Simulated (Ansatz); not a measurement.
# MgGe2 (C2/m) in Ansatz: further runs

Aim: see how the results for MgGe2 move with the level of theory and the settings. Levels: PBEsol, RPBE, revPBE, BLYP, r2SCAN. Tasks: projected density of states.

Everything below comes from runs of Ansatz 0.2.0. Logs are shortened: lines on timing, memory, paths and dates and some standing lists are left out, and cuts for length are marked.

## 1. Starting point

The structure is monoclinic, space group C2/m (No. 12). The conventional cell has a = 11.043 Å, b = 3.700 Å, c = 6.815 Å, α = 90.00°, β = 118.17°, γ = 90.00°. Around Ge (site symmetry m) lie 2 Ge at 2.70 Å and 3 Mg at 2.89 to 3.00 Å. Around Ge (site symmetry m) lie 3 Ge at 2.55 to 2.70 Å and 1 Mg at 2.89 Å. Around Mg (site symmetry m) lie 8 Ge at 2.89 to 3.16 Å.

The cell comes from a database or a generator and needn't be the stable form of this composition.

## 2. Projected density of states, PBEsol

Contents of input.yaml:

```yaml
crystal:
  lattice:
    - [5.521485, -1.849846, 0.0]
    - [5.521485, 1.849846, 0.0]
    - [-3.217625, 0.0, 6.007774]
  atoms:
    - { symbol: Ge, position: [0.529234, 0.529234, 0.293621] }
    - { symbol: Ge, position: [0.470766, 0.470766, 0.706379] }
    - { symbol: Ge, position: [0.88039, 0.88039, 0.98544] }
    - { symbol: Ge, position: [0.11961, 0.11961, 0.01456] }
    - { symbol: Mg, position: [0.815286, 0.815286, 0.349253] }
    - { symbol: Mg, position: [0.184714, 0.184714, 0.650747] }
hamiltonian:
  xc: pbesol
  pseudopotentials: { kind: paw }
kpoints:
  mp_grid: { grid: [8, 8, 5] }
scf:
  occupations: { method: fermi_dirac, width: 0.05 }
  n_extra_bands: 15
output:
  forces: true
  stress: true
  eigenvalues: true
  dos: { projected: true, de: 0.05, nscf_kmesh: { grid: [12, 12, 8] } }
```

Potentials or basis: Ansatz PAW.

Command:

```sh
ansatz run input.yaml --threads 2 --pin off --max-ram 5632MiB --backend cpu --events-out ev --progress --plain --runs-dir out
```

The program printed:

```text
Warning: RAYON_NUM_THREADS=2 ignored (pool sized by the plan → 2); use --threads N
scf.n_extra_bands = 15 over 38 filled bands (N_el = 76.0): the run solves 53 bands
Engine: ansatz 0.2.0, aarch64-unknown-linux-gnu
Pseudopotentials: kind: paw
Pseudopotential: Ge, paw, valence charge 14, recommended cutoff 420 eV (normal), Ge.paw.azcp
Pseudopotential: Mg, paw, valence charge 10, recommended cutoff 420 eV (normal), Mg.paw.azcp
Functional definition: PBEsol
  exchange = pbesol_x
  correlation = pbesol_c
Crystal: 6 atoms, lattice volume = 122.726 Å³
Basis set: ecut = 420 eV, 2379 PW (Γ), exchange–correlation on 80×80×96 points (8 copies of the dense FFT grid, shifted against one another)
Bands: 53, of which v1, the nominal top of the filled ones, is band 38 counted from 1 (37 counted from 0)
Symmetry: 4 space group operations
Space group: C2/m (ITA 12), of the structure as read, at distance tolerance 5.0e-5 Å
k-points: 93 of 320
Non-local potential: Ge, projectors of the file, l = 0: 2, l = 1: 2, l = 2: 3, l = 3: 1
Non-local potential: Mg, projectors of the file, l = 0: 3, l = 1: 2, l = 2: 1
PAW form: soft (Blöchl's): semilocal exchange-correlation on the pseudo side does not see the compensation charge
PAW frozen core: Ge, regenerated for the run's functional, and the local potential with it (the file was generated under x = pbe(κ = 0.804, μ = 0.2195149727645171), c = pbe(β = 0.06672455060314922))
PAW frozen core: Mg, regenerated for the run's functional, and the local potential with it (the file was generated under x = pbe(κ = 0.804, μ = 0.2195149727645171), c = pbe(β = 0.06672455060314922))
PAW one-centre angular grid: Ge, 590 points (default); XC on 64 Gauss nodes
PAW one-centre angular grid: Mg, 110 points (default); XC on 64 Gauss nodes
Initial density: superposition of atomic densities (neutral atoms: chi_scale 0, normalization atom), corrected by the library's trained network
Initial wavefunctions: pseudopotential atomic-orbital guess
Functional: x = pbesol(κ = 0.804, μ = 0.12345679012345678), c = pbesol(β = 0.046)
SCF iter   1: F=—  HF=-20837.977511 eV  |F-HF|=—  |Δ(HF+E_count)|=         —  Δρ=2.39e-3  dr2=9.86e-3  ethr=1.77e-3  ⟨swp⟩=6.0  Hψ=19177  notcnv=0  defer=230
preconditioner: auto → Kerker (q_TF=auto, 2.519 Å⁻¹)  [metal: Δε(μ)=0.002 eV  Ē_g=22.977 eV  σ=0.050 eV  W_gap=0.01  n_scr=32 (ndim 8)  ℏωp=26.0 eV  f_vac=0.000  D(μ)=2.62/eV (n_scr^D=16)]
SCF iter   2: F=—  HF=-20837.972489 eV  |F-HF|=—  |Δ(HF+E_count)|=   5.02e-3  Δρ=1.37e-3  dr2=4.61e-3  ethr=1.30e-5  ⟨swp⟩=2.0  Hψ=7861  notcnv=0  defer=459
SCF iter   3: F=—  HF=-20837.971614 eV  |F-HF|=—  |Δ(HF+E_count)|=   8.75e-4  Δρ=4.44e-4  dr2=6.73e-4  ethr=6.06e-6  ⟨swp⟩=2.4  Hψ=6056  notcnv=0  defer=459
SCF iter   4: F=—  HF=-20837.971474 eV  |F-HF|=—  |Δ(HF+E_count)|=   1.39e-4  Δρ=1.34e-4  dr2=4.08e-5  ethr=8.85e-7  ⟨swp⟩=2.2  Hψ=5412  notcnv=0  defer=459
SCF iter   5: F=—  HF=-20837.971483 eV  |F-HF|=—  |Δ(HF+E_count)|=   8.04e-6  Δρ=5.19e-5  dr2=4.86e-6  ethr=5.37e-8  ⟨swp⟩=2.0  Hψ=7104  notcnv=0  defer=459
SCF iter   6: F=—  HF=-20837.971482 eV  |F-HF|=—  |Δ(HF+E_count)|=   9.29e-7  Δρ=2.27e-5  dr2=5.48e-7  ethr=6.39e-9  ⟨swp⟩=2.0  Hψ=7078  notcnv=0  defer=459
SCF iter   7: F=-20837.971481 eV  HF=-20837.971481 eV  |F-HF|=7.03e-8  |Δ(HF+E_count)|=   4.95e-7  Δρ=6.92e-6  dr2=8.34e-8  ethr=1.32e-10  ⟨swp⟩=10.0  Hψ=24013  notcnv=0
SCF 1 converged in 7 iterations: F = -20837.971481 eV  dr2 = 8.34e-8
NSCF: frozen V_eff on 320 k-points
SCF converged after 7 iterations
Free energy (F): -20837.971481 eV
Harris-Foulkes:  -20837.971481 eV  (|F-HF|=7.03e-8)
Internal energy: -20837.950226 eV  (E = F + TS)
E sigma→0 (E₀):  -20837.960854 eV
Entropy (-TS):   -0.021255 eV (-3.542 meV/atom)
Fermi energy:    8.630231 eV
--- Per-component energies (eV) ---
  E_band       = -1233.956427
  E_kinetic    = 592.810499
  E_local      = -12389.367594  (includes V_loc(G=0)·N_el)
  E_nonlocal   = 1863.041180
  E_hartree    = 5160.571026
  E_xc         = -356.621476
  E_vxc        = -332.140988  (∫ρ·V_xc dr)
  E_paw        = -8469.334322  (= ΣΔE_a)
  E_vpaw       = -1289.438944  (= ΣTr[D̂ρ^β])
  E_aug_tail   = 0.001187  (compensation charges beyond the density's cutoff)
  E_ewald      = -7242.840195
  E_core_change = 3.789469  (= ΣΔE_core)
  E_smearing   = -0.021255  (= −TS)
  E_closure    = 0.000000  (closes the sum)
  Σ components = -20837.971481   (vs F -20837.971481, Δ=0.00e0)
--- Forces (eV/Å), atoms counted from 1 ---
  atom   1  Ge    -0.13835030    -0.00000000    -0.07429958
  atom   2  Ge     0.13835030     0.00000000     0.07429958
  atom   3  Ge     0.10714066     0.00000000     0.08902590
  atom   4  Ge    -0.10714066    -0.00000000    -0.08902590
  atom   5  Mg    -0.00696571    -0.00000000    -0.01491430
  atom   6  Mg     0.00696571     0.00000000     0.01491430
  max |Σ_I F_I| component: 1.21e-17 eV/Å
--- Stress (GPa, compression-positive) ---
       -2.763241       0.000000       0.012843
        0.000000      -2.143650      -0.000000
        0.012843      -0.000000      -3.182635
  P = ⅓ Tr σ = -2.6965 GPa (-26.965 kbar)
--- Band table (eV; the first three rows and the last of 93) ---
  k-point 0: bands = ["-67.2831", "-67.2828", "-34.2309", "-34.2284", "-34.2282", "-34.2275", "-34.2176", "-34.2154", "-15.8726", "-15.8717", "-15.8670", "-15.8443", "-15.8365", "-15.8324", "-15.8152", "-15.8060", "-15.7987", "-15.7986", "-15.7838", "-15.7705", "-15.7665", "-15.7463", "-15.7433", "-15.7320", "-15.7126", "-15.6992", "-15.6967", "-15.6715", "-3.3271", "-0.0388", "1.2438", "1.9911", "3.9258", "5.1557", "5.5836", "7.9572", "8.8110", "9.7448", "9.7692", "11.0501", "11.2154", "11.3193", "12.1147", "12.5664", "13.4132", "14.0389", "14.5936", "15.4989", "15.5941", "16.7418", "16.9311", "17.2342", "17.2349"]
  k-point 1: bands = ["-67.2831", "-67.2828", "-34.2309", "-34.2284", "-34.2282", "-34.2275", "-34.2176", "-34.2154", "-15.8734", "-15.8710", "-15.8661", "-15.8444", "-15.8347", "-15.8315", "-15.8170", "-15.8072", "-15.8035", "-15.8002", "-15.7790", "-15.7696", "-15.7655", "-15.7463", "-15.7437", "-15.7319", "-15.7125", "-15.6992", "-15.6969", "-15.6718", "-3.2332", "-0.5817", "1.5154", "2.1910", "3.9354", "5.5602", "6.0738", "7.8269", "8.0013", "9.5195", "9.5213", "10.7280", "11.0878", "11.5021", "12.3572", "12.6425", "12.7944", "13.9182", "14.9827", "15.5576", "15.8105", "16.1229", "17.1130", "17.8612", "18.1039"]
  k-point 2: bands = ["-67.2831", "-67.2828", "-34.2308", "-34.2284", "-34.2283", "-34.2275", "-34.2176", "-34.2154", "-15.8742", "-15.8704", "-15.8646", "-15.8427", "-15.8339", "-15.8301", "-15.8191", "-15.8102", "-15.8081", "-15.8028", "-15.7729", "-15.7690", "-15.7640", "-15.7463", "-15.7444", "-15.7317", "-15.7124", "-15.6992", "-15.6972", "-15.6723", "-3.0388", "-1.2050", "1.5287", "2.5053", "4.4591", "6.3072", "6.5615", "7.2336", "8.0963", "8.5048", "9.1834", "9.3649", "11.1167", "11.2840", "11.9924", "13.3346", "13.4669", "14.1765", "14.6967", "15.2587", "16.0635", "16.4347", "16.9255", "17.8673", "18.3539"]
  k-point 92: bands = ["-67.2830", "-67.2829", "-34.2310", "-34.2285", "-34.2281", "-34.2273", "-34.2174", "-34.2156", "-15.8749", "-15.8711", "-15.8641", "-15.8423", "-15.8333", "-15.8330", "-15.8169", "-15.8107", "-15.8058", "-15.8031", "-15.7712", "-15.7697", "-15.7681", "-15.7459", "-15.7379", "-15.7335", "-15.7142", "-15.6992", "-15.6951", "-15.6748", "-2.6890", "-1.3935", "0.6588", "2.7157", "3.7543", "5.6379", "7.7247", "7.9271", "9.1204", "9.4176", "9.6259", "10.0645", "11.4645", "11.9106", "11.9528", "12.8837", "13.1436", "13.6871", "14.1096", "14.9826", "15.9374", "16.4006", "16.8484", "17.0745", "17.5967"]
```

It took 68 s on 2 threads of Arm Neoverse V1, shared host; peak memory 1.1 GiB.

What came out:

- Free energy: -20837.9715 eV
- Pressure: -2.7 GPa
- Largest force: 0.157 eV/Å
- Band gap on the k mesh: none (metal or under the smearing width)
- Density of states at the Fermi level: 2.30 states/eV per cell

Forces on the atoms (eV/Å):
```
Ge  -0.138  0.000 -0.074
Ge   0.138  0.000  0.074
Ge   0.107  0.000  0.089
Ge  -0.107  0.000 -0.089
Mg  -0.007  0.000 -0.015
Mg   0.007  0.000  0.015
```

Levels at points of the mesh, in eV from the Fermi level:
```csv
k point,band 35,band 36,band 37,band 38,band 39,band 40,band 41,band 42
"(0.00, 0.00, 0.00)",-3.05,-0.67,0.18,1.11,1.14,2.42,2.59,2.69
"(0.00, -0.50, 0.00)",-3.72,-3.06,-1.30,-1.22,-0.52,0.50,1.76,2.53
"(-0.50, -0.50, 0.00)",-1.20,-1.08,0.39,0.48,1.13,1.75,2.80,3.14
```

States per cell in windows of 1 eV (zero at the Fermi level; states under -8 eV left out):
```tsv
from (eV)	total	Ge 4p	Ge 4s	Mg 3s
-8.0	2.12	0.57	1.42	0.12
-7.0	1.57	0.34	1.16	0.06
-6.0	0.19	0.03	0.15	0.01
-5.0	1.45	1.15	0.10	0.18
-4.0	2.48	1.96	0.27	0.22
-3.0	2.59	2.02	0.31	0.19
-2.0	2.99	2.37	0.32	0.18
-1.0	2.41	1.88	0.24	0.14
0.0	2.28	1.64	0.20	0.23
1.0	2.89	1.97	0.26	0.28
2.0	3.00	1.99	0.21	0.27
3.0	2.93	1.71	0.15	0.33
4.0	3.24	1.45	0.11	0.40
5.0	3.11	1.15	0.08	0.39
6.0	3.28	0.78	0.05	0.29
7.0	3.13	0.41	0.03	0.11
```

Caveat: the PAW data sets come from PBE, with cores solved anew for the run's functional, which leaves a small shift of forces and pressure.

## 3. Projected density of states, RPBE

input.yaml, as its differences from that of step 2:

```diff
@@ -13,3 +13,3 @@
 hamiltonian:
-  xc: pbesol
+  xc: rpbe
   pseudopotentials: { kind: paw }
```

Potentials or basis: Ansatz PAW.

Command:

```sh
ansatz run input.yaml --threads 2 --pin off --max-ram 5632MiB --backend cpu --events-out ev --progress --plain --runs-dir out
```

Wall time 67 s (2 threads of Arm Neoverse V1, shared host); peak memory 1.1 GiB.

The run converged. Its results:

| Quantity | Value |
| --- | --- |
| Free energy | -21055.6953 eV |
| Pressure | 1.1 GPa |
| Largest force | 0.133 eV/Å |
| Band gap on the k mesh | none (metal or under the smearing width) |
| Density of states at the Fermi level | 2.29 states/eV per cell |

Forces in eV/Å, atoms in the order of the input:
```
Ge  -0.124  0.000  0.049
Ge   0.124  0.000 -0.049
Ge  -0.046  0.000 -0.011
Ge   0.046  0.000  0.011
Mg  -0.023  0.000  0.017
Mg   0.023  0.000 -0.017
```

Stress tensor (GPa, compression positive):
```
0.96 0.00 0.02
0.00 1.68 0.00
0.02 0.00 0.72
```

Levels at points of the mesh, in eV from the Fermi level:
| k point | band 34 | band 35 | band 36 | band 37 | band 38 | band 39 | band 40 | band 41 | band 42 | band 43 |
| --- | --- | --- | --- | --- | --- | --- | --- | --- | --- | --- |
| (0.00, 0.00, 0.00) | -3.49 | -3.05 | -0.69 | 0.21 | 1.11 | 1.16 | 2.42 | 2.58 | 2.70 | 3.49 |
| (0.00, -0.50, 0.00) | -4.01 | -3.73 | -3.06 | -1.31 | -1.23 | -0.54 | 0.54 | 1.75 | 2.54 | 3.36 |
| (-0.50, -0.50, 0.00) | -2.09 | -1.22 | -1.08 | 0.41 | 0.50 | 1.17 | 1.75 | 2.80 | 3.15 | 3.46 |

States per cell in windows of 1 eV (zero at the Fermi level; states under -8 eV left out):
```csv
from (eV),total,Ge 4p,Ge 4s,Mg 3s
-8.0,2.10,0.58,1.40,0.11
-7.0,1.58,0.34,1.16,0.06
-6.0,0.20,0.04,0.15,0.01
-5.0,1.48,1.18,0.10,0.18
-4.0,2.49,1.96,0.27,0.22
-3.0,2.60,2.03,0.31,0.18
-2.0,3.02,2.40,0.32,0.17
-1.0,2.35,1.83,0.24,0.14
0.0,2.27,1.63,0.20,0.23
1.0,2.87,1.95,0.26,0.28
2.0,3.00,1.98,0.21,0.27
3.0,2.93,1.69,0.15,0.32
4.0,3.23,1.43,0.11,0.40
5.0,3.11,1.14,0.08,0.39
6.0,3.28,0.77,0.06,0.30
7.0,3.13,0.42,0.04,0.11
```

Caveat: the PAW data sets come from PBE, with cores solved anew for the run's functional, which leaves a small shift of forces and pressure.

[end of part 1 of 2]
